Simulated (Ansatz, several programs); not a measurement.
La₃ScAs₄ as one 8-atom ordering (Pm-3m) on the rocksalt lattice, relaxed with PBE in Ansatz (plane waves, PAW): the symmetry is Pm-3m (No. 221, cubic); conventional cell a = 6.059 Å, 27.81 Å³ an atom. Around Sc lie 6 As at 3.03 Å; around As lie 6 La at 3.03 Å; around La lie 6 As at 3.03 Å; around As lie 4 La at 3.03 Å and 2 Sc at 3.03 Å. The cell was then scaled with its shape and fractional coordinates held. The calculation is spin-unpolarised, and the structure need not be a phase that has been made.

| V (Å³/atom) | E (meV/atom) |
| --- | --- |
| 26.141 | 21.67 |
| 27.810 | 0.00 |
| 28.644 | 5.05 |
| 29.478 | 19.11 |

Problem. Pass a cubic E = c₀ + c₁u + c₂u² + c₃u³, with u = V − 28.018 Å³, through these points.

Solution. c₀ = 0.35, c₁ = +3.185, c₂ = 7.113, c₃ = -0.3385 (meV and Å³).

Problem. Where is the minimum, and what bulk modulus follows?

Solution. dE/du = 0 at u = -0.220, so V₀ = 27.80 Å³. B = V₀ d²E/dV² = 27.80 × (2c₂ + 6c₃u) = 27.80 × 14.673 = 408 meV/Å³, and 1 meV/Å³ is 0.16022 GPa: 65 GPa. A third-order Birch-Murnaghan fit to all five points gives 27.80 Å³ and 65 GPa.

Problem. Predict the energy and the pressure at the withheld volume, 26.975 Å³.

Solution. With u = -1.043: E ≈ 5.15 meV and P = −dE/dV ≈ +2.04 GPa. The run gives 5.15 meV and, from its stress, +2.03 GPa.
